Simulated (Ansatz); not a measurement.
# LuGaN2: the cost of one run

Method: reference: DFT, PBE, plane waves, PAW, in Ansatz 0.2.0.

## Step 1: Starting point

Symmetry: R-3m, No. 166, trigonal system. The conventional cell has a = 3.218 Å, b = 3.218 Å, c = 15.201 Å, α = 90.00°, β = 90.00°, γ = 120.00°. Ga (site symmetry -3m) is surrounded by 6 N at 2.20 Å. Lu (site symmetry -3m) is surrounded by 6 N at 2.30 Å. Around N (site symmetry 3m) lie 3 Ga at 2.20 Å and 3 Lu at 2.30 Å.

Structure file:

```
CELL_PARAMETERS angstrom
1.60905 0.92899 5.06700
-1.60905 0.92899 5.06700
0.00000 -1.85797 5.06700
ATOMIC_POSITIONS crystal
Ga 0.00000 0.00000 0.00000
Lu 0.50000 0.50000 0.50000
N 0.25638 0.25638 0.25638
N 0.74362 0.74362 0.74362
```

## Step 2: The reference run

Contents of input.yaml:

```yaml
crystal:
  lattice:
    - [1.6090532517, 0.928987328, 5.0670006812]
    - [-1.6090532517, 0.928987328, 5.0670006812]
    - [0.0, -1.857974656, 5.0670006812]
  atoms:
    - { symbol: Ga, position: [1.0, 0.0, 0.0] }
    - { symbol: Lu, position: [0.5, 0.5, 0.5] }
    - { symbol: "N", position: [0.256382637, 0.256382637, 0.256382637] }
    - { symbol: "N", position: [0.743617363, 0.743617363, 0.743617363] }
kpoints:
  mp_grid: { grid: [6, 6, 6] }
hamiltonian:
  xc: pbe
scf:
  occupations: { method: fixed }
  n_extra_bands: 5
output:
  forces: true
  stress: true
  eigenvalues: true
```

Started as:

```console
$ ansatz run input.yaml --threads 4 --pin off --max-ram 3686MiB --backend cpu --events-out ev --progress --plain --runs-dir out
```

**Question.** How long does this run take on 4 threads of Arm Neoverse N1, shared host, and how much memory does it need?

About 1.8 s, with a peak of 0.38 GiB.
